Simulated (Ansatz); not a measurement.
# Rh (Rhodium): the cost of one run

Computed with Ansatz 0.2.0, driven from Python. Level of theory: DFT LDA, plane waves, PAW.

The COD entry's cell or inner coordinates are ideal or old and differ from later refinements, so a difference from it is no clean test against experiment.

### 1 The structure

Symmetry: Fm-3m, No. 225, cubic system. Conventional cell: a = 3.796 Å, b = 3.796 Å, c = 3.796 Å, α = 90.00°, β = 90.00°, γ = 90.00°. Rh (site symmetry m-3m) is surrounded by 12 Rh at 2.68 Å.

No structure file is read: the coordinates are typed or built in the script.

### 2 Script

The input, compress_rh.py:

```python
import argparse

import ansatz as az
import numpy as np
from pymatgen.core import Lattice, Structure
from pymatgen.io.ase import AseAtomsAdaptor

parser = argparse.ArgumentParser(description="Cell of Rh under pressure.")
parser.add_argument("--xc", required=True, help="exchange-correlation functional")
parser.add_argument("--mesh", type=int, nargs=3, required=True, help="k-point sampling")
parser.add_argument("--occupations", default="Gaussian", help="how the bands are filled")
parser.add_argument("--scf-tol", type=float, default=1e-05, help="SCF control")
args = parser.parse_args()

def edges_and_angles(cell):
    cell = np.asarray(cell)
    a, b, c = np.linalg.norm(cell, axis=1)
    cosines = cell[1] @ cell[2] / (b * c), cell[0] @ cell[2] / (a * c), cell[0] @ cell[1] / (a * b)
    return (a, b, c, *np.degrees(np.arccos(cosines)))

pmg_structure = Structure(
    Lattice([[0.0, 1.89785, 1.89785], [1.89785, 0.0, 1.89785], [1.89785, 1.89785, 0.0]]),
    ["Rh"],
    [
        [0.0, 0.0, 0.0],
    ],
)
crystal = az.Crystal.from_ase(AseAtomsAdaptor.get_atoms(pmg_structure))

model = (
    crystal.calculation()
    .functional(args.xc)
    .pseudopotentials("paw")
    .accuracy("medium")
    .kpoints(*args.mesh)
    .occupations(args.occupations)
    .eigensolver("davidson", mixed_precision=False)
    .scf(tolerance=args.scf_tol, algorithm="direct_min")
)

rows = []
for pressure in [0, 2, 4, 6, 8]:
    out = model.relax(cell=True, pressure=pressure, force_tolerance=0.1).run(threads=1)
    cell = out.lattice.cell_ang
    n_atoms = len(out.lattice.sites)
    volume = abs(np.linalg.det(cell)) / n_atoms
    enthalpy = out.report["free_energy_ev"] / n_atoms + pressure * volume / 160.21766
    rows.append((pressure, volume, enthalpy, *edges_and_angles(cell)))
    print(f"{pressure} GPa done: {volume:.4f} A^3/atom")

print(" P (GPa)  V (A^3/atom)  H (eV/atom)     a       b       c")
for row in rows:
    print("{:8.1f} {:12.4f} {:14.5f} {:7.4f} {:7.4f} {:7.4f}".format(*row[:6]))
p, v = np.array([row[0] for row in rows], float), np.array([row[1] for row in rows])
print("mean bulk modulus between rows (GPa):", np.round(-np.diff(p) / np.diff(np.log(v)), 1))
```

### 3 Running it

Command:

```console
> python compress_rh.py --xc lda --mesh 9 9 9
```

Q: Estimate wall time and peak memory on 1 thread of Arm Neoverse V1, shared host.

About 18 s, with a peak of 0.39 GiB.
